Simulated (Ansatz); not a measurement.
# PtSe2 (Sudovikovite): the cost of one run

Program: Ansatz 0.2.0. Level of theory: DFT PBE, scalar-relativistic, plane waves, PAW. These are calculated values, not measurements.

The COD entry's cell or inner coordinates are ideal or old and differ from later refinements, so a difference from it is no clean test against experiment.

The runs add the D3(BJ) dispersion term to the functional named.

## Step 1: The structure to begin with

Symmetry: P-3m1, No. 164, trigonal system. Conventional cell: a = 3.766 Å, b = 3.766 Å, c = 4.846 Å, α = 90.00°, β = 90.00°, γ = 120.00°. Pt (site symmetry -3m) has 6 Se at 2.53 Å as nearest neighbours. Around Se (site symmetry 3m) lie 3 Pt at 2.53 Å.

Structure file:

```cif
data_structure
_symmetry_space_group_name_H-M 'P-3m1'
_symmetry_Int_Tables_number 164
_cell_length_a 3.7664
_cell_length_b 3.7664
_cell_length_c 4.8460
_cell_angle_alpha 90.000
_cell_angle_beta 90.000
_cell_angle_gamma 120.000
_cell_volume 59.53
loop_
_atom_site_label
_atom_site_type_symbol
_atom_site_symmetry_multiplicity
_atom_site_Wyckoff_symbol
_atom_site_fract_x
_atom_site_fract_y
_atom_site_fract_z
_atom_site_occupancy
Pt1 Pt 1 a 0.00000 0.00000 0.00000 1
Se1 Se 2 d 0.33333 0.66667 0.26531 1
```

An earlier run at PBE left this cell at 19.845 Å³/atom and 0.00 GPa (6×6×4 mesh).

## Step 2: Ferromagnetic, larger cell

Contents of input.yaml:

```yaml
crystal:
  lattice:
    - [3.7663956503, 0.0, 0.0]
    - [-1.8831978252, 3.2617943139, 0.0]
    - [0.0, 0.0, 9.6920270205]
  atoms:
    - { symbol: Pt, position: [0.0, 0.0, 0.0], spin: 1.0 }
    - { symbol: Se, position: [0.3333333333, 0.6666666667, 0.1326567374] }
    - { symbol: Se, position: [0.6666666667, 0.3333333333, 0.3673432626] }
    - { symbol: Pt, position: [0.0, 0.0, 0.5], spin: 1.0 }
    - { symbol: Se, position: [0.3333333333, 0.6666666667, 0.6326567374] }
    - { symbol: Se, position: [0.6666666667, 0.3333333333, 0.8673432626] }
basis:
  ecutwfc: 300
  ecutrho_ratio: 4
kpoints:
  mp_grid: { grid: [4, 4, 2] }
hamiltonian:
  xc: pbe
  dispersion: d3bj
scf:
  occupations: { method: gaussian, width: 0.05 }
  lower_state_search: "off"
output:
  forces: true
  stress: true
  eigenvalues: true
  populations: true
magnetization:
  spin_polarized: true
```

On the command line:

```
$ ansatz run input.yaml --threads 1 --pin off --max-ram 2560MiB --backend cpu --events-out ev --progress --plain --runs-dir out
```

What time and memory should one allow on 1 thread of Intel Xeon at 2.70GHz, shared host?

About 9.4 s, with a peak of 0.41 GiB.
